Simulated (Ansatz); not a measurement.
# Selenium, simple cubic under r²SCAN: structure, energy and stiffness

What does r²SCAN give for selenium in the simple cubic structure? We relax it, solve it on a dense k-mesh, switch on spin-orbit coupling, then scale the cell to 7 volumes from 88 to 112 % of the relaxed one and try a fit of the equation of state. The k-meshes are 11×11×11 for the relaxation; 18×18×18 for the dense run; 11×11×11 for spin-orbit coupling; 13×13×13 for the volumes.

Computed with Ansatz 0.2.0 (DFT r2SCAN, plane waves (500 eV) with PAW, scalar-relativistic; the PAW data stem from PBE, with regenerated cores, unless a step says otherwise).

## 1. The system as given

It takes space group Pm-3m (No. 221, cubic). The conventional cell has a = 2.866 Å, b = 2.866 Å, c = 2.866 Å, α = 90.00°, β = 90.00°, γ = 90.00°. Se (site symmetry m-3m) is surrounded by 6 Se at 2.87 Å.

Coordinates:

```cif
data_structure
_symmetry_space_group_name_H-M 'P 1'
_symmetry_Int_Tables_number 1
_cell_length_a 2.8665
_cell_length_b 2.8665
_cell_length_c 2.8665
_cell_angle_alpha 90.000
_cell_angle_beta 90.000
_cell_angle_gamma 90.000
_cell_volume 23.55
loop_
_atom_site_label
_atom_site_type_symbol
_atom_site_fract_x
_atom_site_fract_y
_atom_site_fract_z
_atom_site_occupancy
Se1 Se 0.00000 0.00000 0.00000 1
```

## 2. Relaxation of the cell

input.yaml

```yaml
crystal:
  lattice:
    - [2.8664900032, 0.0, 0.0]
    - [0.0, 2.8664900032, 0.0]
    - [0.0, 0.0, 2.8664900032]
  atoms:
    - { symbol: Se, position: [0.0, 0.0, 0.0] }
hamiltonian:
  xc: r2scan
  pseudopotentials:
    kind: paw
    azcp:
      Se: "pseudopotentials/Se.paw.azcp"
basis:
  ecutwfc: 500
  fft_grid_basis: typed
kpoints:
  mp_grid: { grid: [11, 11, 11], shift: [0, 0, 0] }
magnetization:
  spin_polarized: false
scf:
  occupations: { method: fermi_dirac, width: 0.1 }
relax:
  max_steps: 60
  f_tol: 0.01
  cell: {}
```

The run is started by

```sh
ansatz run input.yaml --threads 1 --pin off --max-ram 3584MiB --backend cpu --events-out ev --progress --plain --runs-dir out
```

The runs that follow: Single point on a dense mesh; A two-component run at the same geometry; The cell scaled to 88 % of its volume; The cell scaled to 92 % of its volume; The cell scaled to 96 % of its volume; The cell scaled to 100 % of its volume; The cell scaled to 104 % of its volume; The cell scaled to 108 % of its volume; The cell scaled to 112 % of its volume.

**Question.** What will these runs give? Wanted: space group; conventional cell; volume; shortest distance; gap on the mesh; relative to trigonal; V₀, B₀, B₀′.

As calculated:

```
                            quantity                         value
      space group (spins left aside)               Pm-3m (No. 221)
                   conventional cell                   a = 2.814 Å
                              volume                22.290 Å³/atom
                   shortest distance                       2.814 Å
                     gap on the mesh  none (levels filled in part)
relative to trigonal (grey) selenium                 +264 meV/atom
                         V₀, B₀, B₀′   22.296 Å³/atom, 77 GPa, 4.6
```

**Reading.** From the guessed start the volume shrank by 5.4 % in 5 steps. It lies 264 meV/atom above the element's reference form at the same level (trigonal (grey) selenium, from a run of its own), so it is far from stable. No gap shows: it is a metal or semimetal at this level. The total energy of the spin-orbit run lies +3.3 eV/atom from the scalar one, but the two kinds of run don't share a zero of energy: only differences within one kind count. B₀ comes out at 77 GPa. The symmetry was held, so the structure may be unstable against distortions that break it.
